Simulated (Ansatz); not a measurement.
CsLiCr2Te2S3:

```
Cs Li Cr Te S
1.0
     3.42162   -5.18069    0.00784
     3.42162    5.18069    0.00784
    -2.90411    0.00000    7.43093
Cs Li Cr Te S
1 1 2 2 3
Direct
  0.09374 0.09374 0.00853
  0.58875 0.58875 0.55336
  0.05646 0.46755 0.55790
  0.46755 0.05646 0.55790
  0.56486 0.87357 0.29035
  0.87357 0.56486 0.29035
  0.81151 0.39697 0.73347
  0.39697 0.81151 0.73347
  0.21404 0.21404 0.48371
```

The cell was built by a generator and needn't be a form met in nature.

Base run:

| Quantity | Value |
| --- | --- |
| Program | Ansatz 0.2.0 |
| Functional | PBEsol |
| Potentials or basis | all-electron LAPW, scalar-relativistic |
| Cutoff | 292 eV |
| Density cutoff | 1167 eV |
| Basis error allowed | 0.002 eV/atom |
| k mesh | 4 × 4 × 3 |
| Occupations | fermi-dirac, width 0.05 eV |
| Spin | collinear spin, ferromagnetic start |
| Starting moments | [0.0, 0.0, 3.0, 3.0, 0.0, 0.0, 0.0, 0.0, 0.0] μB |

Its results: pressure -2.1 GPa; net moment 4.01 μB per cell; site moments Cs -0.00; Li +0.00; Cr +2.20; Te -0.17; S -0.06, -0.05 μB; largest force 0.290 eV/Å.

Problem. After a change of settings the same cell gave: pressure 1.3 GPa; net moment 4.01 μB per cell; site moments Cs -0.00; Li +0.00; Cr +2.27; Te -0.20; S -0.07, -0.06 μB; largest force 0.126 eV/Å. Which change was it?
A. functional from PBEsol to BLYP
B. functional from PBEsol to PBE; k mesh from 4 × 4 × 3 to 5 × 5 × 4
C. functional from PBEsol to PBE; k mesh from 4 × 4 × 3 to 3 × 3 × 2
D. functional from PBEsol to revPBE

Solution. D.

revPBE binds less tightly than PBEsol, so the same cell stands under more pressure.

Caveats: the k mesh is thin for a metal, which can move the energy by tens of meV per atom; only a ferromagnetic start was run, and an antiferromagnetic order may lie lower in energy.

Not every run made on this cell is shown here.
